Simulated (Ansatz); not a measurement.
**Sb (Antimony): structure and electronic properties**

An exercise on one series of results from a longer session: the logs are not shown, and one member is left open.

Program: Ansatz 0.2.0. Level of theory: DFT r2SCAN, scalar-relativistic, plane waves, PAW. These are calculated values, not measurements.

## The starting structure

The structure is cubic, space group Pm-3m (No. 221). Conventional cell: a = 3.160 Å, b = 3.160 Å, c = 3.160 Å, α = 90.00°, β = 90.00°, γ = 90.00°. Sb (site symmetry m-3m) is surrounded by 6 Sb at 3.16 Å.

As a file:

```
CELL_PARAMETERS angstrom
3.16000 0.00000 0.00000
0.00000 3.16000 0.00000
0.00000 0.00000 3.16000
ATOMIC_POSITIONS crystal
Sb 0.00000 0.00000 0.00000
```

Source of the structure: the Crystallography Open Database.

Set-up of the first run:

(A quick probe on a coarse mesh, which set the mesh and smearing, is not shown.)

input.yaml

```yaml
crystal:
  lattice:
    - [3.16, 0.0, 0.0]
    - [0.0, 3.16, 0.0]
    - [0.0, 0.0, 3.16]
  atoms:
    - { symbol: Sb, position: [0.0, 0.0, 0.0] }
basis:
  ecutwfc: 500
kpoints:
  mp_grid: { grid: [14, 14, 14] }
hamiltonian:
  xc: r2scan
scf:
  occupations: { method: gaussian, width: 0.1 }
output:
  forces: true
  stress: true
  eigenvalues: true
relax:
  adjacent_minimum: "off"
  f_tol: 0.005
  max_steps: 80
  cell: { stress_tol: 0.05 }
```

Started as:

```console
$ ansatz run input.yaml --threads 1 --pin off --max-ram 2560MiB --backend cpu --events-out ev --progress --plain --runs-dir out
```

Among the steps run: The relaxation; Bands, states and charges; The cell scaled to 0.97 of its volume; Point at V/V0 = 1.03; The cell scaled to 0.94 of its volume; The cell scaled to 1.06 of its volume.

One of the session's tables, all rows but one given; the rest of the session is left out.

It belongs to the step «Energy against volume». 

```
volume (Å³/atom)  energy above the lowest point (meV/atom)  pressure (GPa)
          27.667                                      21.5            4.09
          28.550                                       5.1            1.89
          29.433                                       0.0           -0.01
          30.316                                         ?               ?
          31.199                                      17.5           -3.02
```

Q: Estimate the row for volume (Å³/atom) = 30.316 from the others.

Worked estimate for «energy above the lowest point (meV/atom)». A straight line through the neighbours (29.433, 0.0) and (31.199, 17.5) gives 0.0 + (17.5 − 0.0) × (30.316 − 29.433) / (31.199 − 29.433) = 8.7; a parabola fitted to 3 rows on both sides gives 4.1.

**Answer.** energy above the lowest point (meV/atom): 4.6; pressure (GPa): -1.63. In «energy above the lowest point (meV/atom)» the line misses by +4.1 and the parabola by -0.5.
